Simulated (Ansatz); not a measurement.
**BiB (wurtzite type): from bands to localised orbitals**

Where do the localised orbitals of BiB (wurtzite type) sit, how far are they spread, and how do the settings change that? Plan: PBE, anion s p, 6×6×4; PBE, anion s p, 6×6×2; PBE, anion s p, 12×12×4; PBE, anion p, 6×6×4; PBE, cation s and anion p, disentangled, 6×6×4; r2SCAN, anion s p, 6×6×4; r2SCAN, cation s and anion p, disentangled, 6×6×4; HSE06, anion s p, 6×6×4; HSE06, anion p, 6×6×4 (level, trial orbitals, Wannier mesh).

Program: Ansatz 0.2.0. Level of theory: plane waves, PAW. These are calculated values, not measurements.

1 further run of the same task is left out (it didn't finish). Runs told in other sessions of the task aren't counted.

## Step 1: Starting point

The structure is hexagonal, space group P6_3mc (No. 186). Conventional cell: a = 3.866 Å, b = 3.866 Å, c = 6.375 Å, α = 90.00°, β = 90.00°, γ = 120.00°. B (site symmetry 3m) is surrounded by 4 Bi at 2.37 to 2.39 Å. Around Bi (site symmetry 3m) lie 4 B at 2.37 to 2.39 Å.

As a file:

```
CELL_PARAMETERS angstrom
3.86558 0.00000 0.00000
-1.93279 3.34769 0.00000
0.00000 0.00000 6.37545
ATOMIC_POSITIONS crystal
B 0.33333 0.66667 0.00024
B 0.66667 0.33333 0.50024
Bi 0.33333 0.66667 0.37476
Bi 0.66667 0.33333 0.87476
```

The cell was relaxed beforehand with r2SCAN; those runs aren't shown. No run includes spin-orbit coupling, which matters for Bi.

## Step 2: PBE, anion s p, 6×6×4

input.yaml

```yaml
crystal:
  lattice:
    - [3.8655765073, 0.0, 0.0]
    - [-1.9327882536, 3.3476874556, 0.0]
    - [0.0, 0.0, 6.3754468382]
  atoms:
    - { symbol: B, position: [0.3333333333, 0.6666666667, 0.0002433707] }
    - { symbol: B, position: [0.6666666667, 0.3333333333, 0.5002433707] }
    - { symbol: Bi, position: [0.3333333333, 0.6666666667, 0.3747566293] }
    - { symbol: Bi, position: [0.6666666667, 0.3333333333, 0.8747566293] }
kpoints:
  mp_grid: { grid: [6, 6, 4] }
  band_path:
    path:
      - [[0.0, 0.0, 0.0], [0.5, 1.294054834412e-17, 5.835907400749e-34], [0.3333333333333, 0.3333333333333, 3.890604933833e-34], [0.0, 0.0, 0.0], [6.434669875057e-51, -3.217334937529e-51, 0.5], [0.5, 1.294054834412e-17, 0.5], [0.3333333333333, 0.3333333333333, 0.5], [6.434669875057e-51, -3.217334937529e-51, 0.5]]
      - [[0.5, 1.294054834412e-17, 0.5], [0.5, 1.294054834412e-17, 5.835907400749e-34]]
      - [[0.3333333333333, 0.3333333333333, 0.5], [0.3333333333333, 0.3333333333333, 3.890604933833e-34]]
    npoints: 10
hamiltonian:
  xc: pbe
scf:
  occupations: { method: fermi_dirac, width: 0.02 }
  n_extra_bands: 6
output:
  forces: false
  stress: false
  eigenvalues: true
  wannier:
    kmesh: [6, 6, 4]
    projections: [{ species: B, l: s, shell: 2 }, { species: B, l: p, shell: 2 }]
    minimise: true
    write_hr: true
    conv_tol: 1.0e-08
    max_iter: 3000
```

Launch:

```
ansatz run input.yaml --threads 4 --pin off --max-ram 3686MiB --backend cpu --events-out ev --progress --plain --runs-dir out
```

Further steps of the session: PBE, anion s p, 6×6×2; PBE, anion s p, 12×12×4; PBE, anion p, 6×6×4; PBE, cation s and anion p, disentangled, 6×6×4; r2SCAN, anion s p, 6×6×4; r2SCAN, cation s and anion p, disentangled, 6×6×4; HSE06, anion s p, 6×6×4; HSE06, anion p, 6×6×4.

Before running them: what should the planned runs give, taken together? Wanted: total spread, PBE, anion s p, 6×6×4; total spread, PBE, anion s p, 6×6×2; total spread, PBE, anion s p, 12×12×4; total spread, PBE, anion p, 6×6×4; total spread, PBE, cation s and anion p, disentangled, 6×6×4; total spread, r2SCAN, anion s p, 6×6×4; total spread, r2SCAN, cation s and anion p, disentangled, 6×6×4; total spread, HSE06, anion s p, 6×6×4; total spread, HSE06, anion p, 6×6×4.

**Answer**, as computed:

```
                                                       quantity                         value
                            total spread, PBE, anion s p, 6×6×4     18.21 Å² over 8 functions
                            total spread, PBE, anion s p, 6×6×2     17.13 Å² over 8 functions
                          total spread, PBE, anion s p, 12×12×4     19.80 Å² over 8 functions
                              total spread, PBE, anion p, 6×6×4     35.93 Å² over 6 functions
   total spread, PBE, cation s and anion p, disentangled, 6×6×4     28.78 Å² over 8 functions
                         total spread, r2SCAN, anion s p, 6×6×4     17.90 Å² over 8 functions
total spread, r2SCAN, cation s and anion p, disentangled, 6×6×4     29.04 Å² over 8 functions
                          total spread, HSE06, anion s p, 6×6×4     17.37 Å² over 8 functions
                            total spread, HSE06, anion p, 6×6×4     37.19 Å² over 6 functions
                                       centres of the first set  1.16 Å from the nearest atom
```

What this shows: With PBE, anion s p, 6×6×4 the 8 functions move off the atoms, with a mean spread of 2.28 Å²; 93 % of the total is gauge invariant. The total spread goes from 17.13 Å² on 6×6×2 to 19.80 Å² on 12×12×4: finite differences in k understate it on coarse meshes, while the largest miss of a band goes from 0.56 to 0.23 eV. On one set and mesh the functional gives 18.21 (PBE), 17.90 (r2SCAN), 17.37 (HSE06) Å². The disentangled models miss some band by up to 1.0 eV, which may lie outside their frozen windows.
